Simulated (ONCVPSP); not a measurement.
# Pseudopotential generation for selenium: ONCV, PBE

Aim: build the potential from the settings below, then test how well it stands in for the atom: other configurations, scattering, ghost states and the plane-wave cutoff that it needs.

Method: ONCVPSP 4.0.1.1 (patched build), PBE, scalar-relativistic.

## Step 1: The design

The settings as typed:

- element: selenium (Se, Z = 34)
- type: optimised norm-conserving Vanderbilt (ONCV)
- frozen core: [Ar] 3d10
- valence charge: 6
- reference configuration: 4s2 4p4
- partial waves: 4s: rc 1.25 bohr, ncon 4, nbas 7, qcut 4.9 1/bohr, 3 projectors, debl 2.1 Ha; 4p: rc 1.85 bohr, ncon 4, nbas 9, qcut 3.6 1/bohr, 1 projector; d scattering state at 0.35 Ha: rc 1.95 bohr, ncon 4, nbas 7, qcut 5.7 1/bohr, 1 projector
- local potential: polynomial inside 1.20 bohr (lpopt 5, dvloc0 0 Ha)
- core correction: not asked for

An earlier all-electron run gives the scale for the radii.

All-electron outer shells of the reference configuration (PBE, scalar-relativistic, ld1.x):

| shell | level (eV) | outermost node (bohr) | outermost maximum (bohr) |
| --- | --- | --- | --- |
| 3p | -152.98 | 0.21 | 0.50 |
| 3d | -53.12 | – | 0.45 |
| 4s | -17.29 | 0.70 | 1.51 |
| 4p | -6.51 | 0.74 | 1.82 |

## Step 2: Generation

Contents of Se.dat:

```
# ATOM AND REFERENCE CONFIGURATION
# atsym  z   nc   nv     iexc    psfile
  Se 34.00    6    2        4      upf
#
#   n    l    f
    1    0    2.00
    2    0    2.00
    2    1    6.00
    3    0    2.00
    3    1    6.00
    3    2   10.00
    4    0    2.00
    4    1    4.00
#
# PSEUDOPOTENTIAL AND OPTIMIZATION
# lmax
    2
#
#   l,   rc,      ep,       ncon, nbas, qcut
    0    1.25    0.00    4    7    4.90
    1    1.85    0.00    4    9    3.60
    2    1.95    0.35    4    7    5.70
#
# LOCAL POTENTIAL
# lloc, lpopt,  rc(5),   dvloc0
    4    5    1.20    0.00
#
# VANDERBILT-KLEINMAN-BYLANDER PROJECTORs
# l, nproj, debl
    0    3    2.10
    1    1    1.80
    2    1    1.30
#
# MODEL CORE CHARGE
# icmod, fcfact, rcfact
    0    0.00    0.00
#
# LOG DERIVATIVE ANALYSIS
# epsh1, epsh2, depsh
   -2.00    5.00    0.02
#
# OUTPUT GRID
# rlmax, drl
    6.00    0.01
#
# TEST CONFIGURATIONS
# ncnf
    4
# nvcnf
#   n    l    f
    2
    4    0    2.00
    4    1    3.00
#
    2
    4    0    2.00
    4    1    2.00
#
    2
    4    0    2.00
    4    1    1.00
#
    2
    4    0    1.00
    4    1    4.00
#
```

Started as:

```bash
oncvpsp.x < Se.dat > Se.out
```

Before running it: what results should come out? Wanted: cutoffs for 1 and 0.1 mHa per electron, occupied waves; bound ghosts; GHOST(+) flags; largest test error; largest phase difference near zero energy, channels read.

The runs gave:

| quantity | value |
| --- | --- |
| cutoffs for 1 and 0.1 mHa per electron, occupied waves | 62 Ha and 80 Ha |
| bound ghosts | s at -215.21 eV |
| GHOST(+) flags | none at low energy (1 near or above the test basis's cutoff) |
| largest test error (AE − PS) | -62 meV, for 4s2 4p1 |
| largest phase difference near zero energy, channels read | 0.017 rad |

What this shows: A bound ghost (s) makes it unfit for use: electrons can fall into a state that the atom doesn't have. Close by lies the frozen 3s level (-213.5 eV). By total energies transferability is fair: the largest error is 62 meV on 62.1 eV, for 4s2 4p1. That test lies far up in energy; among those under 40 eV, nearer to bonding, the largest error is 16 meV. By its cutoff, 62 Ha for the looser tolerance, it is hard. At the looser tolerance the 4s wave is the slowest; 4p needs 8 Ha. Near zero energy the phases of the channels with partial waves agree within 0.017 rad.
